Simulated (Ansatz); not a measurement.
# Cl2FSSi radical: up Jacob's ladder to CCSD(T)

Aim: compute Cl2FSSi radical with functionals from several rungs and with coupled cluster, and see how far each lands from CCSD(T) at the basis-set limit for the atomisation energy.

Computed with Ansatz 0.2.0, Gaussian basis. Level: functionals in def2-TZVPP, the program's frozen cores in correlated methods.

Levels to be run: LDA (SPW92), PBE-D4, revPBE-D4, BLYP-D4, r2SCAN-D4, B97M-V, PBE0-D4, B3LYP-D4, r2SCANh-D4, r2SCAN0-D4, HSE06-D4, BHLYP-D4, CAM-B3LYP-D4, LC-ωPBE, ωB97X-V, ωB97M-V, B2PLYP, PBE-QIDH; CCSD(T)/def2-SVP; CCSD(T)/def2-TZVPP; MP2/def2-QZVPP; extrapolation to the limit; RPA on PBE.

## (1) The geometry

An earlier PBE0-D4 in a triple-zeta def2 set relaxation fixed the geometry.

SMILES `F[Si]([S])(Cl)Cl`, 5 atoms, charge 0, spin multiplicity 2.

Atoms are counted from 1 here; the program's logs count them from 0.

Bond lengths: F1–Si2 1.580 Å, Si2–S3 2.093 Å, Si2–Cl4 2.023 Å, Si2–Cl5 2.023 Å. Angles: F1–Si2–S3 113.3°, F1–Si2–Cl4 106.9°, F1–Si2–Cl5 106.8°, S3–Si2–Cl4 108.8°, S3–Si2–Cl5 108.8°, Cl4–Si2–Cl5 112.3°.

## (2) LDA

This LDA is Slater exchange with PW92 correlation.

in.yaml reads:

```yaml
crystal:
  periodic: [false, false, false]
  atoms:
    - {symbol: F, position_ang: [0.912995, -0.947488, 1.032888]}
    - {symbol: Si, position_ang: [0.055136, -0.061737, 0.044752]}
    - {symbol: S, position_ang: [-1.688720, 0.698823, 0.916727]}
    - {symbol: Cl, position_ang: [-0.458098, -1.248641, -1.511565]}
    - {symbol: Cl, position_ang: [1.228488, 1.485343, -0.524301]}
basis:
  gaussian: {orbitals: def2-TZVPP}
magnetization: {spin_polarized: true, initial_magnetization: 1}
hamiltonian: {xc: lda}
output: {orbitals: {seedname: orbitals}}
```

Further steps of the session: PBE-D4 (GGA); revPBE-D4 (GGA); BLYP-D4 (GGA); r2SCAN-D4 (meta-GGA); B97M-V (meta-GGA); PBE0-D4 (hybrid); B3LYP-D4 (hybrid); r2SCANh-D4 (hybrid); r2SCAN0-D4 (hybrid); HSE06-D4 (hybrid); BHLYP-D4 (hybrid); CAM-B3LYP-D4 (range-separated); LC-ωPBE-D4 (range-separated); ωB97X-V (range-separated); ωB97M-V (range-separated); B2PLYP (double hybrid); PBE-QIDH (double hybrid); CCSD(T) in def2-SVP; CCSD(T) in def2-TZVPP; MP2 in def2-QZVPP; RPA on PBE orbitals.

**Question.** What will the summary of the whole plan be? Wanted: atomisation energy, CCSD(T)/CBS; farthest beyond LDA; mean size of error, GGA; mean size of error, meta-GGA; mean size of error, hybrid; mean size of error, range-separated; mean size of error, double hybrid; gap, smallest and largest; T1 diagnostic.

**Answer**, as computed:

| quantity | value |
| --- | --- |
| atomisation energy, CCSD(T)/CBS | 17.582 eV |
| functionals within 0.088 eV (0.5 %) | PBE0-D4, r2SCANh-D4, HSE06-D4, PBE-QIDH |
| farthest beyond LDA | BHLYP-D4 (-0.882 eV) |
| mean size of error, GGA | 0.287 eV |
| mean size of error, meta-GGA | 0.330 eV |
| mean size of error, hybrid | 0.256 eV |
| mean size of error, range-separated | 0.190 eV |
| mean size of error, double hybrid | 0.269 eV |
| gap, smallest and largest | 0.09 eV (LDA (SPW92)), 8.27 eV (LC-ωPBE) |
| T1 diagnostic | 0.0117 |
| triples share of the correlation energy | 3.9 % |

The LDA atomisation energy is off by 2.894 eV (16 %): it overbinds. PBE-D4 is off by +0.413 eV. Double hybrids carry the basis error of their MP2 part in triple zeta, and no dispersion term here, so their miss is partly the set-up's. Taken by rung, range-separated functionals do best (0.190 eV on average) and meta-GGA ones worst beyond LDA (0.330 eV). The gap between the best rungs is small, so their order is not settled. RPA and LDA stand outside this count. The reference freezes the cores and leaves out relativity and excitations past (T), so misses under about 0.088 eV can't be ranked. Hartree-Fock recovers 72 % of the binding; the rest is correlation. CCSD(T) in def2-SVP is off by -2.122 eV, so the small basis spoils what the method gains. Orbital gaps span 0.1 to 8.3 eV; exact exchange widens them.
